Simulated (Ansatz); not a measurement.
CH₃BFO, SMILES CB([O])F, a ladder of methods at one geometry

Computed with Ansatz's Python interface.

The cells in order, each with its output:

In [1]:
```python
from dataclasses import dataclass
from pathlib import Path

import ansatz as az
import numpy as np
```

In [2]:
```python
@dataclass(frozen=True)
class RunConfig:
    basis: str = 'def2-SVP'


settings = RunConfig()

molecule = (
    az.Crystal.molecule()
    .atom('C', (-0.1113, 0.6497, -0.1189))
    .atom('B', (0.1674, -0.8354, 0.1443))
    .atom('O', (0.7347, -1.2354, 1.4013))
    .atom('F', (-0.044, -1.8153, -0.8663))
    .atom('H', (0.1296, 1.3016, 0.7302))
    .atom('H', (0.4054, 1.0559, -1.0219))
    .atom('H', (-1.2205, 0.8109, -0.3143))
)
```

In [3]:
```python
job = (
    molecule.calculation()
    .basis(gaussian=settings.basis)
    .spin('collinear', total=1)
)
```

In [4]:
```python
print('functional    E (Ha)        dipole (D)   HOMO (eV)  LUMO (eV)')
for name in ['hf', 'pbe', 'revpbe', 'hse06', 'cam_b3lyp']:
    data = job.functional(name).forces().orbitals().run(runs_dir='runs').report
    lines = Path(data['orbitals_path']).read_text().splitlines()
    field_of = lambda key: [line.split('=')[1].strip() for line in lines if line.startswith(key)]
    orbitals = [(27.211386 * float(e), s, float(n)) for e, s, n in zip(field_of('Ene='), field_of('Spin='), field_of('Occup='))]
    homo = max(e for e, _, n in orbitals if n > 0.5)
    lumo = min(e for e, _, n in orbitals if n < 0.5)
    dipole = 4.803205 * np.linalg.norm(data['charge_distribution']['dipole_moment_e_ang'])
    print(f'{name:10s} {data["free_energy_ev"] / 27.211386246:14.6f} {dipole:9.3f} {homo:11.3f} {lumo:10.3f}')
```
```text
functional    E (Ha)        dipole (D)   HOMO (eV)  LUMO (eV)
hf            -238.478966     2.147     -14.201      1.976
pbe           -239.407456     2.164      -7.833     -6.331
revpbe        -239.602875     2.111      -7.792     -6.186
hse06         -239.408028     2.103      -9.322     -4.974
cam_b3lyp     -239.589659     2.053     -11.233     -3.382
```

What to keep in mind:
- Total energies depend on the basis set; only differences at equal settings carry meaning.
- The geometry is a force-field or estimated start, not a minimum of this method, and the basis set is short of its limit. A lower total doesn't mark the better method: functionals have no common bound, and MP2 and coupled cluster aren't variational.
- The species is open-shell (spin multiplicity 2).
- Levels such as HOMO and LUMO are orbital energies: with these approximate functionals they aren't the ionisation energy and electron affinity, and their gap isn't the fundamental gap.
- hse06 follows the composition of plane-wave codes, whose totals differ by tens of mHa, up to about 0.1 Ha, from the form usual in Gaussian-basis programs (wpbeh).
- Processor time in the engine: 11 s on 1 thread of Intel(R) Xeon(R) Processor @ 2.30GHz (shared host), peak memory 0.28 GiB.
